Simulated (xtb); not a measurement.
# SnCNOF2 (SMILES O=C=[N][Sn]([F])[F]): GFN2-xTB

Wanted: a structure relaxation of SnCNOF2. 

The calculation is run with xtb 6.7.1.

5 further runs of the same task are left out: 1 that didn't finish, 4 set aside as unsound or not needed.

## (1) The structure to begin with

SnCNOF2: 6 atoms, total charge 0, spin state doublet. As SMILES, `O=C=[N][Sn]([F])[F]`. The shape comes from a force field and isn't a relaxed structure. This is one conformer, not always the lowest. The run starts from this shape.

Bond lengths: O1–C2 1.176 Å, C2–N3 1.246 Å, N3–Sn4 2.160 Å, Sn4–F5 1.901 Å, Sn4–F6 1.959 Å. Angles: O1–C2–N3 178.9°, C2–N3–Sn4 119.0°, N3–Sn4–F5 108.5°, N3–Sn4–F6 106.4°, F5–Sn4–F6 111.6°.

## (2) A structure relaxation at GFN2-xTB

Input file xtb.inp:

```
$chrg 0
$spin 1
$end
```

Input file struc.sdf:

```

     RDKit          3D

  6  5  0  0  0  0  0  0  0  0999 V2000
   -1.9341    0.7228   -1.4086 O   0  0  0  0  0  1  0  0  0  0  0  0
   -1.3920   -0.1072   -0.7751 C   0  0  0  0  0  2  0  0  0  0  0  0
   -0.8112   -0.9973   -0.1251 N   0  0  0  0  0  2  0  0  0  0  0  0
    1.0964   -0.5527    0.7847 Sn  0  0  0  0  0  3  0  0  0  0  0  0
    2.3081   -0.0279   -0.5828 F   0  0  0  0  0  0  0  0  0  0  0  0
    0.7749    0.8984    2.0608 F   0  0  0  0  0  0  0  0  0  0  0  0
  2  1  1  0
  3  2  1  0
  4  3  1  0
  5  4  1  0
  6  4  1  0
M  RAD  4   1   2   2   3   3   2   4   2
M  END
$$$$
```

Command:

```
$ xtb struc.sdf --opt -I xtb.inp --json > out.txt
```

Q: Predict the results. Wanted: total energy at the end; dipole moment; HOMO energy; LUMO energy; dispersion energy; mean polarisability.

**Answer.** As computed:

Level: GFN2-xTB.

| quantity | value |
| --- | --- |
| total energy at the end | -20.77170 Eh |
| dipole moment | 2.98 D |
| HOMO energy (partly filled) | -12.74 eV |
| LUMO energy | -7.03 eV |
| dispersion energy | -9.45 kJ/mol |
| mean polarisability (D4 model) | 73.1 bohr³ |

What this shows: At the final geometry: Bond lengths: O1–C2 1.156 Å, C2–N3 1.199 Å, N3–Sn4 2.300 Å, Sn4–F5 2.161 Å, Sn4–F6 2.161 Å. Angles: O1–C2–N3 173.9°, C2–N3–Sn4 136.9°, N3–Sn4–F5 116.1°, N3–Sn4–F6 115.5°, F5–Sn4–F6 112.2°. The optimisation took 18 steps and changed the energy by -0.567 eV. Mulliken charges run from -0.28 on F5 to +0.71 on Sn4.
